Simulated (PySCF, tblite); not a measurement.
# C6H6BF3: geometry, infrared bands and NMR shifts

Wanted: the infrared bands and NMR shifts of C6H6BF3 (`FB(F)C1=C(F)[C@H]1C1CC1`), by calculation.

The runs use tblite 0.8.0 and PySCF 2.14.0, with density-fitted response routines of our own; the level of theory stands in each step. All values are computed, except where a source is named. Atoms are numbered from 0 throughout.

### 1 The starting structure

16 atoms, charge 0, multiplicity 1; geometry from: force field or distance geometry start.

Bonds of the start (Å): F0–B1 1.48, B1–F2 1.45, B1–C3 1.58, C3–C4 1.31, C4–F5 1.38, C4–C6 1.49, C6–C7 1.51, C7–C8 1.50, C8–C9 1.51, C6–C3 1.49, C9–C7 1.53, C6–H10 1.10, C7–H11 1.10, C8–H12 1.12, C8–H13 1.12, C9–H14 1.10, C9–H15 1.13.

### 2 Optimising the geometry with GFN2-xTB

What the job is given:

```
{"job": {"kind": "relax", "xc": "GFN2-xTB", "basis": "xTB"}, "charge": 0, "multiplicity": 1}
F      3.672200    -1.078900     1.005000
B      3.085900    -0.189800    -0.017500
F      3.328800    -0.500500    -1.412800
C      1.660600     0.374000     0.352700
C      0.820300     1.358900     0.578700
F      0.581500     2.716400     0.616500
C      0.277900    -0.024200     0.724300
C     -0.643300    -0.481800    -0.374500
C     -2.053400    -0.903000    -0.090100
C     -1.805300     0.499000    -0.579400
H      0.100100    -0.388500     1.746800
H     -0.190700    -0.860000    -1.304500
H     -2.373500    -1.032200     0.970900
H     -2.603000    -1.529000    -0.838900
H     -1.947200     0.779300    -1.630500
H     -1.918600     1.269100     0.242000
```

Command:

```bash
$ OMP_NUM_THREADS=1 python probes_run.py task.json out
```

The driver reads the jobs from task.json and runs them one after another.

**Question.** This job is followed by: GFN2-xTB harmonic vibrations, gas phase; GIAO PBE0/pcSseg-1 NMR shielding, non-relativistic, gas phase. What will the session give for the following? strongest single infrared mode (GFN2-xTB); zero-point energy (GFN2-xTB); ¹³C shifts against TMS (PBE0/pcSseg-1); ¹H shifts against TMS (PBE0/pcSseg-1); ¹⁹F shifts against CFCl3 (PBE0/pcSseg-1, means over atoms taken as alike); ¹¹B shifts against BF3·OEt2 (PBE0/pcSseg-1).

The runs gave:

| quantity | value |
| --- | --- |
| strongest single infrared mode (GFN2-xTB) | 1902 cm⁻¹, 502 km/mol |
| zero-point energy (GFN2-xTB) | 68.9 kcal/mol |
| ¹³C shifts against TMS (PBE0/pcSseg-1) | 189.8, 84.2, 41.6, 19.7, 5.8, 5.8 ppm |
| ¹H shifts against TMS (PBE0/pcSseg-1) | 1.71, 0.65, 0.60, 0.40, 0.27, 0.22 ppm |
| ¹⁹F shifts against CFCl3 (PBE0/pcSseg-1, means over atoms taken as alike) | -81.1, -87.4 ppm |
| ¹¹B shifts against BF3·OEt2 (PBE0/pcSseg-1) | 18.6 ppm |

Over 164 steps the energy fell by 1.605 eV; of the close pairs, F0–B1 changed most, 1.476 to 1.318 Å. All 42 modes are real, so the xTB geometry is a minimum. The strongest single mode, at 1902 cm⁻¹, moves mainly C4 and C3. Unscaled tight-binding wavenumbers are off by several per cent, some by more. Its intensities can rank the bands wrongly. At PBE0/pcSseg-1: The largest span, 431 ppm, is at F5, where the paramagnetic term is -212 ppm.
